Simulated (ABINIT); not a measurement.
## TaO: single point with PW91

Crystal: TaO.

```
Ta O
1.0
     3.06611    0.00000    0.00000
    -1.53306    2.65533    0.00000
     0.00000    0.00000    3.85502
Ta O
1 1
Direct
  0.00000 0.00000 0.50000
  0.00000 0.00000 0.00000
```

The cell was built by a generator and needn't be a form met in nature.

```
Program             : ABINIT 10.8.3 (patched build)
Task                : single point
Functional          : PW91
Potentials or basis : JTH PAW PBE v2.0
Cutoff              : 762 eV
k mesh              : 10 × 10 × 7
Occupations         : fermi-dirac, width 0.05 eV
Spin                : no spin polarisation
```

```yaml
Pressure: -0.7 GPa
Band_gap_on_the_k_mesh: none (metal or under the smearing width)
```

Stress tensor (GPa, compression positive):
```
-0.75  0.00  0.00
 0.00 -0.75  0.00
 0.00  0.00 -0.59
```

Levels at points of the mesh, in eV from the Fermi level:
```tsv
k point	band 5	band 6	band 7	band 8	band 9	band 10	band 11	band 12	band 13	band 14
(0.00, 0.00, 0.00)	-19.42	-5.26	-3.46	-2.35	-2.35	0.59	0.59	3.12	3.12	6.73
(0.50, 0.00, 0.00)	-18.97	-4.82	-3.04	-2.98	-2.79	-0.60	2.34	3.81	5.03	6.14
```

It took 45 s on 1 thread of Arm Neoverse V2, with other jobs on the host, peak memory 0.15 GiB.

Caveat: the PAW data sets were made with another functional, which shifts forces and pressure a little; an odd number of electrons without spin polarisation forces a metal; a magnetic or distorted state may lie lower; the atomic spheres overlap. The run has no spin-orbit coupling, so splittings on Ta are missing.
